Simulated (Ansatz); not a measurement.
# CH₃F₃Sn: basis-set convergence

One table from this session's results is given with a row withheld; the runs are named, their logs left out.

The runs use Ansatz 0.2.0, Gaussian basis; one geometry, several basis sets.

The runs, in order: PBE0-D4/def2-SVP; ωB97M-V/def2-SVP; PBE0-D4/def2-QZVPP; ωB97M-V/def2-QZVPP; the functionals' def2-TZVPP values are taken from earlier runs.

## The geometry

All runs share one geometry, relaxed beforehand with PBE0-D4 in a triple-zeta def2 set. Sn takes the def2 core potential; no spin-orbit term is included.

SMILES `F[C](F)(F)[SnH3]`, 8 atoms, charge 0, spin multiplicity 1.

Atoms are counted from 1 here; the program's logs count them from 0.

Bond lengths: F1–C2 1.345 Å, C2–F3 1.345 Å, C2–F4 1.345 Å, C2–Sn5 2.205 Å, Sn5–H6 1.699 Å, Sn5–H7 1.699 Å, Sn5–H8 1.699 Å. Angles: F1–C2–F3 106.7°, F1–C2–F4 106.7°, F1–C2–Sn5 112.1°, F3–C2–F4 106.7°, F3–C2–Sn5 112.1°, F4–C2–Sn5 112.1°, C2–Sn5–H6 107.0°, C2–Sn5–H7 107.0°, C2–Sn5–H8 107.0°, H6–Sn5–H7 111.9°, H6–Sn5–H8 111.9°, H7–Sn5–H8 111.9°.

Set-up of the first run:

in.yaml

```yaml
crystal:
  periodic: [false, false, false]
  atoms:
    - {symbol: F, position_ang: [0.798966, -1.026055, 1.564398]}
    - {symbol: C, position_ang: [0.805526, -0.719998, 0.254938]}
    - {symbol: F, position_ang: [0.684396, -1.879965, -0.414536]}
    - {symbol: F, position_ang: [2.029565, -0.237839, -0.023988]}
    - {symbol: Sn, position_ang: [-0.787861, 0.710299, -0.270523]}
    - {symbol: H, position_ang: [-0.512642, 2.116334, 0.643121]}
    - {symbol: H, position_ang: [-0.659276, 1.004935, -1.939095]}
    - {symbol: H, position_ang: [-2.266574, -0.024910, 0.129886]}
basis:
  gaussian: {orbitals: def2-SVP}
hamiltonian: {xc: pbe0, dispersion: d4}
output: {orbitals: {seedname: orbitals}}
```

Run with:

```sh
> ansatz run in.yaml --threads 2 --pin off --events-out ev --progress --plain --max-ram 22528MiB --backend cpu
```

Among the steps run: PBE0-D4 in def2-SVP; ωB97M-V in def2-SVP; PBE0-D4 in def2-QZVPP; ωB97M-V in def2-QZVPP.

One of the session's tables, all rows but one given; the rest of the session is left out.

It belongs to the step «Density functionals: the series». 

```
functional       basis  HOMO (eV)  LUMO (eV)
   PBE0-D4    def2-SVP      -8.74      -0.02
   PBE0-D4  def2-TZVPP      -8.85      -0.29
   PBE0-D4  def2-QZVPP      -8.89      -0.35
   ωB97M-V    def2-SVP     -10.93       1.67
   ωB97M-V  def2-TZVPP     -11.08       1.11
   ωB97M-V  def2-QZVPP          ?          ?
```

**Question.** Estimate the row for ωB97M-V, def2-QZVPP.

**Answer.** HOMO (eV): -11.12; LUMO (eV): 0.90. In the column «HOMO (eV)» it is the lowest.
